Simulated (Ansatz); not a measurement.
# NbRu2N3: the cost of one run

Method: DFT PBE, scalar-relativistic, plane waves, PAW, in Ansatz 0.2.0.

3 further runs of the same task are left out: 1 that didn't finish, 2 set aside as unsound or not needed. Runs told in other sessions of the task aren't counted.

### Step 1. The system as given

Symmetry: P6/mmm, No. 191, hexagonal system. Conventional cell: a = 5.060 Å, b = 5.060 Å, c = 2.966 Å, α = 90.00°, β = 90.00°, γ = 120.00°. Nb (site symmetry 6/mmm) has 6 Ru at 2.92 Å and 12 N at 2.93 Å and 2 Nb at 2.97 Å in its first shell of neighbours. Around Ru (site symmetry -6m2) lie 6 N at 2.08 Å. N (site symmetry mmm) has 4 Ru at 2.08 Å and 4 Nb at 2.93 Å in its first shell of neighbours.

As a file:

```cif
data_structure
_symmetry_space_group_name_H-M 'P 1'
_symmetry_Int_Tables_number 1
_cell_length_a 5.0603
_cell_length_b 5.0603
_cell_length_c 2.9664
_cell_angle_alpha 90.000
_cell_angle_beta 90.000
_cell_angle_gamma 120.000
_cell_volume 65.78
loop_
_atom_site_label
_atom_site_type_symbol
_atom_site_fract_x
_atom_site_fract_y
_atom_site_fract_z
_atom_site_occupancy
Nb1 Nb 0.00000 0.00000 0.00000 1
Ru1 Ru 0.66667 0.33333 0.00000 1
Ru2 Ru 0.33333 0.66667 0.00000 1
N1 N 0.50000 0.50000 0.50000 1
N2 N 0.50000 0.00000 0.50000 1
N3 N 0.00000 0.50000 0.50000 1
```

It is the end of an earlier relaxation with the same method, from a database cell with other species swapped in; it is a trial structure. At a tolerance of 0.05 Å it has space group P6/mmm (No. 191); it has 10.96 Å³/atom, an uncorrected energy of +0.98 eV/atom over the elements.

### Step 2. Bands, states and charges

input.yaml reads:

```yaml
crystal:
  lattice:
    - [5.0603156389, -2.9e-09, 0.0]
    - [-2.5301578169, 4.3823618959, 0.0]
    - [0.0, 0.0, 2.9663764183]
  atoms:
    - { symbol: Nb, position: [0.0, 0.0, 0.0] }
    - { symbol: Ru, position: [0.6666666667, 0.3333333333, 0.0] }
    - { symbol: Ru, position: [0.3333333333, 0.6666666667, 0.0] }
    - { symbol: "N", position: [0.5, 0.5, 0.5] }
    - { symbol: "N", position: [0.5, 0.0, 0.5] }
    - { symbol: "N", position: [0.0, 0.5, 0.5] }
basis:
  ecutwfc: 420
kpoints:
  mp_grid: { grid: [12, 12, 12] }
  band_path:
    path:
      - [[0.0, 0.0, 0.0], [0.5, 0.0, 0.0], [0.33333333, 0.33333333, 0.0], [0.0, 0.0, 0.0], [0.0, 0.0, 0.5], [0.5, 0.0, 0.5], [0.33333333, 0.33333333, 0.5], [0.0, 0.0, 0.5]]
      - [[0.5, 0.0, 0.5], [0.5, 0.0, 0.0]]
      - [[0.33333333, 0.33333333, 0.5], [0.33333333, 0.33333333, 0.0]]
    npoints: 14
hamiltonian:
  xc: pbe
scf:
  occupations: { method: gaussian, width: 0.1 }
  n_extra_bands: 15
output:
  forces: true
  stress: true
  eigenvalues: true
  populations: true
  dos: { projected: true, de: 0.02, nscf_kmesh: { grid: [15, 15, 15] } }
  bader: true
  write_density: true
  write_potential: true
  elf: true
  volumetric_format: npy
```

Launch:

```
ansatz run input.yaml --threads 1 --pin off --max-ram 2560MiB --backend cpu --events-out ev --progress --plain --runs-dir out
```

**Question.** How long does this run take on 1 thread of Intel Xeon at 2.50GHz (Skylake/Cascade Lake), shared host, and how much memory does it need?

About 3.2 min, with a peak of 0.68 GiB.
